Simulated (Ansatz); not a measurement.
Runs of Ansatz 0.2.0 on MgC2. The structure is tetragonal, space group P4_2/mnm (No. 136). Conventional cell: a = 3.951 Å, b = 3.951 Å, c = 4.987 Å, α = 90.00°, β = 90.00°, γ = 90.00°. Mg (site symmetry mmm) is surrounded by 2 C at 2.17 Å. C (site symmetry m2m) is surrounded by 1 C at 1.26 Å. The cell comes from a database or a generator and needn't be the stable form of this composition.

| level | gap on the mesh (eV) | pressure (GPa) | relaxed volume (Å³/atom) |
| --- | --- | --- | --- |
| PBE | 2.59 | 0.0 | 12.95 |
| revPBE | (a) | 0.0 | 13.29 |
| LDA | 2.27 | 0.0 | 12.17 |
| RPBE | (b) | 0.0 | (c) |
| PBEsol | 2.36 | 0.0 | 12.60 |

Alike in all rows: task relaxation of cell and atoms; potentials or basis Ansatz PAW; no spin polarisation; cell relaxed; k mesh 7 × 7 × 6; cutoff (eV) 420; smearing fermi-dirac 0.05 eV.

Problem. Fill in the values left out.

Solution. (a) 2.72; (b) 2.75; (c) 13.38.

Caveats: odd divisions of the mesh miss points on the zone boundary, where band edges often lie, so the gap on the mesh can be too wide; the plane-wave basis is chosen anew once the cell has moved, so the energies of steps on either side of that aren't comparable; the PAW data sets come from PBE, with cores solved anew for the run's functional, which leaves a small shift of forces and pressure (some runs).

A k mesh can miss the band edges.
